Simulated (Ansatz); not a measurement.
## One input on several machines: PBE, H66Si32 (silane series)

The runs below are of Ansatz 0.2.0 on an Arm Neoverse N1 node (56 of its 64 cores, memory capped at 64 GiB); a node with four NVIDIA GB300 Max-Q cards and 144 Grace (Neoverse V2) cores; a node with four NVIDIA GB200 cards and 144 Grace (Neoverse V2) cores; a node with eight NVIDIA H100 80GB cards and 96 AMD EPYC 7R13 cores; an Intel Xeon 6975P-C node (Granite Rapids, 96 cores, 192 hardware threads, 360 GiB), one at a time and with no other job on the machine; times are wall-clock times from launch to exit. Times and memory are rounded to two significant figures, and ratios are formed from the unrounded values. A row is a single run, so small differences between rows aren't established. System services beside the runs took up to 5 cores (rounded up). Runs with a thread on every core shared the cores with them. Precision is the program's default, which can work at lower precision in parts of a run. Card memory is the largest of readings taken every 0.4 s, so short peaks can be missed, and it isn't given for runs under about 3 s. It shows what a run took, which needn't be the least that it can run in: the program holds more work at once where threads and free memory allow. Ansatz fits or factors the two-electron integrals of a Gaussian basis by default. It has two schemes, and a run can build a set of factors by either or by both: the log gives each set's size, with a bound on the integrals' error for one scheme and none for the other.

Commands are shown without the flags for output files and display.

```
atoms                                                                   : 98
electrons                                                               : 514
basis                                                                   : cc-pvdz
basis functions                                                         : 906
integral factors (in one run; the count can differ a little by machine) : 11444 (no error bound)
```

The input file:

```yaml
crystal:
  periodic: [false, false, false]
  atoms:
    - { symbol: Si, position_ang: [0.0000, 0.0000, 0.0000] }
    - { symbol: H, position_ang: [0.0000, -0.8642, 1.2143] }
    - { symbol: H, position_ang: [0.0000, -0.8642, -1.2143] }
    # ... 94 more atoms, left out here ...
    - { symbol: H, position_ang: [61.9911, 0.4747, 0.0000] }
basis:
  gaussian: { orbitals: cc-pvdz }
```

```
           machine share                                                              command  wall time  stage clocks  outside them  CPU time  SCF iterations  threads  host memory (GiB)  fullest card (GiB)          remarks
               1 × GB200                     ansatz run input.yaml --backend cuda --devices 1      5.0 s         4.3 s        0.69 s   4.1 min              18      144                1.6                  52                 
               1 × GB300                     ansatz run input.yaml --backend cuda --devices 1       12 s          11 s        0.70 s   4.3 min              18      144                2.3                  17                 
 56 threads, Neoverse N1  taskset -c 8-63 ansatz run input.yaml --backend cpu --max-ram 64GiB       15 s          15 s        0.21 s    11 min              18       56                6.7                                     
96 threads, Xeon 6975P-C                                  ansatz run input.yaml --backend cpu      5.6 s         5.5 s        0.13 s   6.0 min              18       96                6.9                      workers unbound
```

The stage clocks are the program's own; these runs have one, the mean-field stage. The mean-field stage is one clock over all work up to the reference state: integrals, SCF, the wait for a card to open. Outside lie the rest of start-up and exit.

SCF iterations count the mean-field evaluations that the program logged over all starts and steps, those after a first convergence included.

«workers unbound»: the program didn't bind its workers to cores in this run.

The logs of these runs don't tell the arithmetic, which the program chooses by machine, so the machines needn't compute or store alike.

The runs on cards also kept host threads busy (see the CPU time), so differences between cards can come from their hosts too.

Among these rows the slowest by wall time (56 threads, Neoverse N1) takes 3.0 times as long as the fastest (1 × GB200).

The gap on the stage clocks between 1 × GB300 and 1 × GB200 (11 s against 4.3 s) wasn't traced. By the logs the two held 15 GiB and 51 GiB for the integral factors and their scratch space; the logs don't say why these differ.

Q: How long does the same input take on 1 × H100 (ansatz run input.yaml --backend cuda --devices 1)?

A: 5.6 s, in 18 SCF iterations, 1.1 times the time on 1 × GB200; peak host memory 2.9 GiB, 52 GiB on the fullest card. Of the wall time 4.4 s is on the stage clocks and 1.2 s outside. On the stage clocks alone it is 1.0 times that on 1 × GB200 (4.4 s against 4.3 s). The mean-field stage holds the wait for the card to open, which has no clock of its own, so a stage this short says little about the card's speed.
